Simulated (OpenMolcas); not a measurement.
**Pd⁵⁺ among point charges: CASSCF and CASPT2 levels and susceptibility, part 1 of 2**

How does a field of 6 point charges split the states of Pd⁵⁺, and what χT follows?

Method: state-averaged CASSCF and CASPT2, spin-orbit coupling by RASSI with atomic mean-field integrals. Code: OpenMolcas 26.06.

### Step 1. What is computed

```
Species                           : Pd⁵⁺ (palladium, Z = 46, 41 electrons)
Basis                             : ANO-RCC-VDZP [6s5p3d1f], 43 functions
Scalar Hamiltonian                : DKH2, point nucleus
Inactive shells                   : 1s 2s 2p 3s 3p 3d 4s 4p
Active space                      : 5 electrons in 5 orbitals (4d)
Some configurations of this space : 4d5
Orbitals                          : optimised for each spin and parity, averaged over all roots
```

Outer shells as boxes (Hund's rule):

4d5
```
4d [↑ ][↑ ][↑ ][↑ ][↑ ]
```

The ion sits among 6 point charges of -1.7 e arranged as an octahedron (Oh), 2.1 Å from the ion.

The work runs as a chain of OpenMolcas steps in one folder; each step below is one input file. Labels, J, g values, rates, χT and fits are worked out afterwards by a script from the matrices that RASSI stores. The input lists half of the charges; inversion (Group=XYZ) makes the rest.

### Step 2. One- and two-electron integrals

File a.inp:

```
&GATEWAY
Coord
1

Pd 0.0 0.0 0.0
Basis=ANO-RCC-VDZP
Group=XYZ
NoMove
AngMom=0.0 0.0 0.0
AMFI
XField
3 Angstrom 0
2.100000 0.000000 0.000000 -1.700000
0.000000 2.100000 0.000000 -1.700000
0.000000 0.000000 2.100000 -1.700000
&SEWARD
```

Command:

```
$ OMP_NUM_THREADS=1 MOLCAS_MEM=1689 MOLCAS_PROJECT=a pymolcas a.inp > a.log
```

What it wrote:

```text
Basis set label: PD.ANO-RCC...6S5P3D1F.

      Electronic valence basis set:
      ------------------
      Associated Effective Charge  46.000000 au
      Associated Actual Charge     46.000000 au
      Nuclear Model: Point charge

      Shell  nPrim  nBasis  Cartesian Spherical Contaminant
         s      21       6        X
         p      18       5        X
         d      13       3                 X
         f       6       1                 X
                  Relativistic Douglas-Kroll-Hess integrals:
                    - DKH order of Hamiltonian: 2
                    - DKH order of Properties : 0
                  Atomic mean-field integrals
```

### Step 3. CASSCF: sextets of even parity, 1 root

File a.inp:

```
&RASSCF
FileOrb=start.orb
Symmetry=1
Spin=6
nActEl=5 0 0
Inactive=9 9
Ras2=5 0
CIRoot=1 1 1
SDav=1
CIMx=300
Iter=120 100
PrWF=0.3
OrbListing=Nothing
MaxOrb=0
>>> COPY $Project.JobIph JOB001
```

Command:

```
$ OMP_NUM_THREADS=1 MOLCAS_MEM=1689 MOLCAS_PROJECT=a pymolcas a.inp > a.log
```

start.orb holds the contracted functions of the basis, ordered by shell, or the orbitals of the step before.

What it wrote:

```text
Wave function specifications:
      -----------------------------

      Number of closed shell electrons          36
      Number of electrons in active shells       5
      Max number of holes in RAS1 space          0
      Max nr of electrons in RAS3 space          0
      Number of inactive orbitals               18
      Number of active orbitals                  5
      Number of secondary orbitals              20
      Spin quantum number                      2.5
      State symmetry                             1
Orbital specifications:
      -----------------------

      Symmetry species                           1   2
                                                ag  au
      Frozen orbitals                            0   0
      Inactive orbitals                          9   9
      Active orbitals                            5   0
      RAS1 orbitals                              0   0
      RAS2 orbitals                              5   0
      RAS3 orbitals                              0   0
      Secondary orbitals                         7  13
      Deleted orbitals                           0   0
      Number of basis functions                 21  22
      Number of CSFs                             1
      Number of root(s) required                 1
      Iter CI   SX   CI       RASSCF       Energy    max ROT     max BLB   max BLB  Level Ln srch  Step   QN
          iter iter root      energy       change     param      element    value   shift minimum  type update
 Nr of preliminary CI iterations:   1
      Total energies have been shifted. Add                -5000.00 au
        1   1    6    1   -47.67225096    0.00E+00   2.51E-01*   9  12 2  7.46E-01*  0.00   0.00    SX    NO
        2   1    6    1   -48.74499987   -1.07E+00*  4.35E-02    9  15 2  1.82E-01*  0.00   0.00    SX    NO
        3   1    5    1   -48.77508526   -3.01E-02*  2.09E-03    9  15 2  2.50E-02*  0.00   0.00    SX    NO
        4   1    4    1   -48.77533381   -2.49E-04*  1.12E-03   11  18 1  1.83E-03*  0.00   0.00    SX    NO
        5   1    4    1   -48.77534242   -8.61E-06*  1.99E-04    7  13 2  8.87E-04*  0.00   0.79    QN   YES
        6   1    4    1   -48.77534318   -7.62E-07* -3.14E-06    9  12 2 -2.61E-05   0.00   1.01    QN   YES
        7   1    3    1   -48.77534318   -4.61E-10   2.36E-07    9  12 2 -1.39E-06   0.00   1.06    QN   YES
      Convergence after  7 iterations
        8   1    3    1   -48.77534318   -1.64E-11   2.36E-07    9  19 2  5.35E-08   0.00   1.06    QN   YES
      Natural orbitals and occupation numbers for root  1
      sym 1:   1.000000   1.000000   1.000000   1.000000   1.000000
::    RASSCF root number  1 Total energy:  -5048.77534318
```

### Step 4. Reference wave functions, quartets of even parity, 24 roots

File a.inp:

```
&RASSCF
FileOrb=start.orb
Symmetry=1
Spin=4
nActEl=5 0 0
Inactive=9 9
Ras2=5 0
CIRoot=24 24 1
SDav=24
CIMx=300
Iter=120 100
PrWF=0.3
OrbListing=Nothing
MaxOrb=0
>>> COPY $Project.JobIph JOB002
```

Command:

```
$ OMP_NUM_THREADS=1 MOLCAS_MEM=1689 MOLCAS_PROJECT=a pymolcas a.inp > a.log
```

What it wrote, shortened:

```text
[...]
      Number of active orbitals                  5
[...]
      Spin quantum number                      1.5
[...]
      Active orbitals                            5   0
[...]
      Number of CSFs                            24
      Number of root(s) required                24
[...]
      Convergence after  7 iterations
[...]
      Natural orbitals and occupation numbers for root  1
      sym 1:   1.190011   1.005308   0.810674   1.505343   0.488664
      Natural orbitals and occupation numbers for root  2
      sym 1:   1.520189   0.469124   1.010811   1.169459   0.830417
      Natural orbitals and occupation numbers for root  3
      sym 1:   0.420674   1.010895   1.572597   1.116519   0.879315
::    RASSCF root number  1 Total energy:  -5048.63042234
::    RASSCF root number  2 Total energy:  -5048.63042234
::    RASSCF root number  3 Total energy:  -5048.63042234
[...]
::    RASSCF root number 21 Total energy:  -5048.52374736
::    RASSCF root number 22 Total energy:  -5048.52207995
::    RASSCF root number 23 Total energy:  -5048.52207995
::    RASSCF root number 24 Total energy:  -5048.52207995
```

### Step 5. Reference wave functions, doublets of even parity, 75 roots

File a.inp:

```
&RASSCF
FileOrb=start.orb
Symmetry=1
Spin=2
nActEl=5 0 0
Inactive=9 9
Ras2=5 0
CIRoot=75 75 1
SDav=75
CIMx=300
Iter=120 100
PrWF=0.3
OrbListing=Nothing
MaxOrb=0
>>> COPY $Project.JobIph JOB003
```

Command:

```
$ OMP_NUM_THREADS=1 MOLCAS_MEM=1689 MOLCAS_PROJECT=a pymolcas a.inp > a.log
```

What it wrote, shortened:

```text
[...]
      Number of active orbitals                  5
[...]
      Spin quantum number                      0.5
[...]
      Active orbitals                            5   0
[...]
      Number of CSFs                            75
      Number of root(s) required                75
[...]
      Convergence after  6 iterations
[...]
      Natural orbitals and occupation numbers for root  1
      sym 1:   0.516802   1.496660   0.406876   1.498373   1.081289
      Natural orbitals and occupation numbers for root  2
      sym 1:   1.533140   1.555022   0.456123   1.023584   0.432130
      Natural orbitals and occupation numbers for root  3
      sym 1:   0.432619   1.531407   0.456279   1.554643   1.025052
::    RASSCF root number  1 Total energy:  -5048.56700904
::    RASSCF root number  2 Total energy:  -5048.56700904
::    RASSCF root number  3 Total energy:  -5048.56700904
[...]
::    RASSCF root number 27 Total energy:  -5048.51140759
::    RASSCF root number 28 Total energy:  -5048.51140759
::    RASSCF root number 29 Total energy:  -5048.51037140
::    RASSCF root number 30 Total energy:  -5048.51037140
```

### Step 6. State interaction with spin-orbit coupling

File a.inp:

```
&RASSI
NrOfJobIphs=3 1 24 75
1
1 2 3 4 5 6 7 8 9 10 11 12 13 14 15 16 17 18 19 20 21 22 23 24
1 2 3 4 5 6 7 8 9 10 11 12 13 14 15 16 17 18 19 20 21 22 23 24 25 26 27
28 29 30 31 32 33 34 35 36 37 38 39 40 41 42 43 44 45 46 47 48 49 50 51
52 53 54 55 56 57 58 59 60 61 62 63 64 65 66 67 68 69 70 71 72 73 74 75
IphNames
JOB001
JOB002
JOB003
EJob
SpinOrbit
DIPRint=1.0
SOCoupling=1000.0
Subsets=2
Property=9
'ANGMOM' 1 'ANGMOM' 2 'ANGMOM' 3 'MLTPL  1' 1 'MLTPL  1' 2 'MLTPL  1' 3
'AMFI' 1 'AMFI' 2 'AMFI' 3
SOProperty=3
'ANGMOM' 1 'ANGMOM' 2 'ANGMOM' 3
```

Command:

```
$ OMP_NUM_THREADS=1 MOLCAS_MEM=1689 MOLCAS_PROJECT=a pymolcas a.inp > a.log
```

What it wrote:

```text
SPIN-FREE ENERGIES:
  (Shifted by EMIN (a.u.) =      -5048.7753431788)

 SF State       Relative EMIN(au)   Rel lowest level(eV)    D:o, cm**(-1)      L_eff

     1             0.0000000000        0.0000000000              0.0000         0.0
     2             0.1449208400        3.9434969528          31806.4479         3.7
     3             0.1449208400        3.9434969528          31806.4479         3.7
     4             0.1449208400        3.9434969528          31806.4479         3.7
     5             0.1496220507        4.0714234114          32838.2444         4.0
     6             0.1496220507        4.0714234114          32838.2444         4.0
     7             0.1496220507        4.0714234114          32838.2444         4.0
     8             0.1507409820        4.1018710831          33083.8214         4.0
     9             0.1507409820        4.1018710831          33083.8214         4.0
    10             0.1509016634        4.1062434472          33119.0869         4.0
    11             0.1816812201        4.9437978534          39874.4188         1.7
    12             0.1816812201        4.9437978534          39874.4188         1.7
    13             0.1816812201        4.9437978534          39874.4188         1.7
    14             0.1833760198        4.9899157020          40246.3843         2.0
    15             0.1833760198        4.9899157020          40246.3843         2.0
    16             0.1833760198        4.9899157020          40246.3843         2.0
    17             0.1855398263        5.0487958773          40721.2850         2.0
    18             0.1855398263        5.0487958773          40721.2850         2.0
    26             0.2083341355        5.6690606303          45724.0576         5.7
    27             0.2083341355        5.6690606303          45724.0576         5.7
    28             0.2083341355        5.6690606303          45724.0576         5.7
    29             0.2116883803        5.7603342795          46460.2292         5.8
    30             0.2124842669        5.7819914580          46634.9062         5.9
    31             0.2124842669        5.7819914580          46634.9062         5.9
    32             0.2124842669        5.7819914580          46634.9062         5.9
    33             0.2138080254        5.8180127626          46925.4376         5.9
    34             0.2138080254        5.8180127626          46925.4376         5.9
    35             0.2138080254        5.8180127626          46925.4376         5.9
    36             0.2150122205        5.8507805806          47189.7278         6.0
    37             0.2150122205        5.8507805806          47189.7278         6.0
    38             0.2163635181        5.8875512610          47486.3034         6.0
    39             0.2359164075        6.4196124850          51777.6666         3.1
    40             0.2359164075        6.4196124850          51777.6666         3.1
    41             0.2359164075        6.4196124850          51777.6666         3.1
    42             0.2425992350        6.6014614859          53244.3777         2.6
    43             0.2425992350        6.6014614859          53244.3777         2.6
    44             0.2496798039        6.7941335827          54798.3829         3.3
    45             0.2496798039        6.7941335827          54798.3829         3.3
    46             0.2496798039        6.7941335827          54798.3829         3.3
    19             0.2501245267        6.8062351047          54895.9883         3.0
Eigenvalues of complex Hamiltonian:
   -----------------------------------
  (Shifted by EMIN (a.u.) =      -5048.7753431788)

 SO State       Relative EMIN(au)   Rel lowest level(eV)    D:o, cm**(-1)     J-value

     1            -0.0025007414        0.0000000000              0.0000         2.0
     2            -0.0025007414        0.0000000000              0.0000         2.0
     3            -0.0024994860        0.0000341605              0.2755         2.4
     4            -0.0024994860        0.0000341605              0.2755         1.8
     5            -0.0024994860        0.0000341605              0.2755         1.5
     6            -0.0024994860        0.0000341605              0.2755         2.1
     7             0.1385205339        3.8373843898          30950.5924         2.8
     8             0.1385205339        3.8373843898          30950.5924         2.8
     9             0.1412449275        3.9115189185          31548.5277         3.1
    10             0.1412449275        3.9115189185          31548.5277         3.0
    11             0.1412449275        3.9115189185          31548.5277         3.1
    12             0.1412449275        3.9115189185          31548.5277         3.0
    13             0.1415302354        3.9192825404          31611.1455         3.4
    14             0.1415302354        3.9192825404          31611.1455         2.8
    15             0.1415302354        3.9192825404          31611.1455         3.4
    16             0.1415302354        3.9192825404          31611.1455         2.8
    17             0.1436081137        3.9758244901          32067.1871         2.9
    18             0.1436081137        3.9758244901          32067.1871         2.9
    19             0.1442031034        3.9920149858          32197.7723         2.6
    20             0.1442031034        3.9920149858          32197.7723         2.6
    21             0.1461960074        4.0462446643          32635.1641         3.1
    22             0.1461960074        4.0462446643          32635.1641         3.1
    23             0.1461960074        4.0462446643          32635.1641         3.1
    24             0.1461960074        4.0462446643          32635.1641         3.1
    25             0.1475039021        4.0818342942          32922.2138         3.1
    26             0.1475039021        4.0818342942          32922.2138         4.3
    27             0.1475039021        4.0818342942          32922.2138         4.3
    28             0.1475039021        4.0818342942          32922.2138         3.1
    29             0.1476493978        4.0857934337          32954.1465         4.4
    30             0.1476493978        4.0857934337          32954.1465         4.4
    31             0.1479035865        4.0927102600          33009.9344         3.8
    32             0.1479035865        4.0927102600          33009.9344         3.8
    33             0.1481235212        4.0986949881          33058.2045         3.4
    34             0.1481235212        4.0986949881          33058.2045         3.5
    35             0.1481235212        4.0986949881          33058.2045         4.5
    36             0.1481235212        4.0986949881          33058.2045         4.6
    37             0.1490168750        4.1230043840          33254.2730         3.2
    38             0.1490168750        4.1230043840          33254.2730         3.2
    39             0.1492078972        4.1282023611          33296.1975         2.8
    40             0.1492078972        4.1282023611          33296.1975         4.2
    41             0.1492078972        4.1282023611          33296.1975         2.8
Weights of the five most important spin-orbit-free states for each spin-orbit state.

 SO State  Total energy (au)           Spin-free states, spin, and weights
 -------------------------------------------------------------------------------------------------------
    1        -0.002501       1 2.5  0.9855   12 1.5  0.0037   11 1.5  0.0037   13 1.5  0.0037    3 1.5  0.0010
    2        -0.002501       1 2.5  0.9855   12 1.5  0.0037   13 1.5  0.0037   11 1.5  0.0037    4 1.5  0.0010
    3        -0.002499       1 2.5  0.9856   11 1.5  0.0058   13 1.5  0.0028   12 1.5  0.0026    2 1.5  0.0013
    4        -0.002499       1 2.5  0.9856   12 1.5  0.0048   13 1.5  0.0039   11 1.5  0.0024    3 1.5  0.0012
    5        -0.002499       1 2.5  0.9856   13 1.5  0.0045   12 1.5  0.0045   11 1.5  0.0022    4 1.5  0.0013
    6        -0.002499       1 2.5  0.9856   11 1.5  0.0045   13 1.5  0.0036   12 1.5  0.0030    2 1.5  0.0011
    7         0.138521       3 1.5  0.2596    4 1.5  0.2596    2 1.5  0.2596    7 1.5  0.0260    5 1.5  0.0260
    8         0.138521       3 1.5  0.2596    4 1.5  0.2596    2 1.5  0.2596    5 1.5  0.0260    7 1.5  0.0260
    9         0.141245       4 1.5  0.3437    3 1.5  0.3117    2 1.5  0.2413   15 1.5  0.0128   14 1.5  0.0112
   10         0.141245       2 1.5  0.3931    4 1.5  0.2659    3 1.5  0.2377   16 1.5  0.0136   14 1.5  0.0093
   11         0.141245       4 1.5  0.3786    3 1.5  0.3203    2 1.5  0.1978   15 1.5  0.0111   14 1.5  0.0103
   12         0.141245       2 1.5  0.3635    3 1.5  0.3258    4 1.5  0.2074   16 1.5  0.0117   14 1.5  0.0093
```

Time for these steps: 25 s (1 thread of Arm Neoverse V1, shared host).

States without spin-orbit coupling:

| state | degeneracy | E (cm-1) | free-ion L (%) |
| --- | --- | --- | --- |
| 6A1 | 1 | 0 | S (100) |
| 4T1 | 3 | 31806 | G (85) |
| 4T2 | 3 | 32838 | G (99) |
| 4E | 2 | 33084 | G (100) |
| 4A1 | 1 | 33119 | G (100) |
| 4T1 | 3 | 39874 | P (85) |
| 4T2 | 3 | 40246 | D (97) |
| 4E | 2 | 40721 | D (100) |
| 2T2 | 3 | 45724 | I (82) |
| 2A2 | 1 | 46460 | I (90) |
| 2T1 | 3 | 46635 | I (92) |
| 2T2 | 3 | 46925 | I (94) |
| 2E | 2 | 47190 | I (98) |
| 2A1 | 1 | 47486 | I (100) |
| 2T2 | 3 | 51778 | D (58) |
| 2E | 2 | 53244 | D (86) |
| 2T1 | 3 | 54798 | F (84) |
| 4T1 | 3 | 54896 | F (100) |
| 4A2 | 1 | 55219 | F (100) |
| 4T2 | 3 | 55585 | F (97) |
| 2A2 | 1 | 55862 | F (90) |
| 2T2 | 3 | 56017 | F (43) |
| 2T1 | 3 | 57927 | H (80) |
| 2E | 2 | 58155 | G (47) |

With spin-orbit coupling:

```json
{"E (cm-1)": "0.0", "Degeneracy": "2", "Label": "Γ7", "2S+1": "6", "g": "3.33 3.33 3.33"}
{"E (cm-1)": "0.3", "Degeneracy": "4", "Label": "Γ8", "2S+1": "6", "g": ""}
{"E (cm-1)": "30951", "Degeneracy": "2", "Label": "Γ7", "2S+1": "4", "g": "2.23 2.23 2.23"}
{"E (cm-1)": "31549", "Degeneracy": "4", "Label": "Γ8", "2S+1": "4", "g": ""}
{"E (cm-1)": "31611", "Degeneracy": "4", "Label": "Γ8", "2S+1": "4", "g": ""}
{"E (cm-1)": "32067", "Degeneracy": "2", "Label": "Γ6", "2S+1": "4", "g": "2.13 2.13 2.13"}
{"E (cm-1)": "32198", "Degeneracy": "2", "Label": "Γ7", "2S+1": "4", "g": "1.95 1.95 1.95"}
{"E (cm-1)": "32635", "Degeneracy": "4", "Label": "Γ8", "2S+1": "4", "g": ""}
{"E (cm-1)": "32922", "Degeneracy": "4", "Label": "Γ8", "2S+1": "4", "g": ""}
{"E (cm-1)": "32954", "Degeneracy": "2", "Label": "Γ6", "2S+1": "4", "g": "4.43 4.43 4.43"}
{"E (cm-1)": "33010", "Degeneracy": "2", "Label": "Γ7", "2S+1": "4", "g": "2.43 2.43 2.43"}
{"E (cm-1)": "33058", "Degeneracy": "4", "Label": "Γ8", "2S+1": "4", "g": ""}
{"E (cm-1)": "33254", "Degeneracy": "2", "Label": "Γ6", "2S+1": "4", "g": "0.42 0.42 0.42"}
{"E (cm-1)": "33296", "Degeneracy": "4", "Label": "Γ8", "2S+1": "4", "g": ""}
{"E (cm-1)": "36925", "Degeneracy": "4", "Label": "Γ8", "2S+1": "4", "g": ""}
{"E (cm-1)": "37444", "Degeneracy": "2", "Label": "Γ7", "2S+1": "4", "g": "2.41 2.41 2.41"}
{"E (cm-1)": "37851", "Degeneracy": "4", "Label": "Γ8", "2S+1": "4", "g": ""}
{"E (cm-1)": "39065", "Degeneracy": "2", "Label": "Γ6", "2S+1": "4", "g": "1.47 1.47 1.47"}
{"E (cm-1)": "39828", "Degeneracy": "2", "Label": "Γ6", "2S+1": "4", "g": "2.81 2.81 2.81"}
{"E (cm-1)": "40206", "Degeneracy": "4", "Label": "Γ8", "2S+1": "4", "g": ""}
{"E (cm-1)": "40718", "Degeneracy": "2", "Label": "Γ7", "2S+1": "4", "g": "4.07 4.07 4.07"}
{"E (cm-1)": "42142", "Degeneracy": "2", "Label": "Γ6", "2S+1": "4", "g": "0.73 0.73 0.73"}
{"E (cm-1)": "42456", "Degeneracy": "4", "Label": "Γ8", "2S+1": "4", "g": ""}
{"E (cm-1)": "42867", "Degeneracy": "2", "Label": "Γ7", "2S+1": "4", "g": "2.27 2.27 2.27"}
```

The table of states holds 24 of 43 computed; the rest, higher up, is left out. Principal g values are given for doublets only; a zero marks a field direction without first-order Zeeman splitting.

Powder χT (cm³ K/mol): 4.35 at 2 K, 4.36 at 5 K, 4.36 at 10 K, 4.36 at 20 K, 4.36 at 50 K, 4.36 at 100 K, 4.36 at 150 K, 4.36 at 200 K, 4.36 at 250 K, 4.36 at 300 K.

A ligand-field fit to the states below 45000 cm-1 gives 10Dq = 3202 cm-1, B = 1085 cm-1 and C = 4442 cm-1 (C/B = 4.09), with a deviation of 29 cm-1.

(Continued in part 2 of 2.)
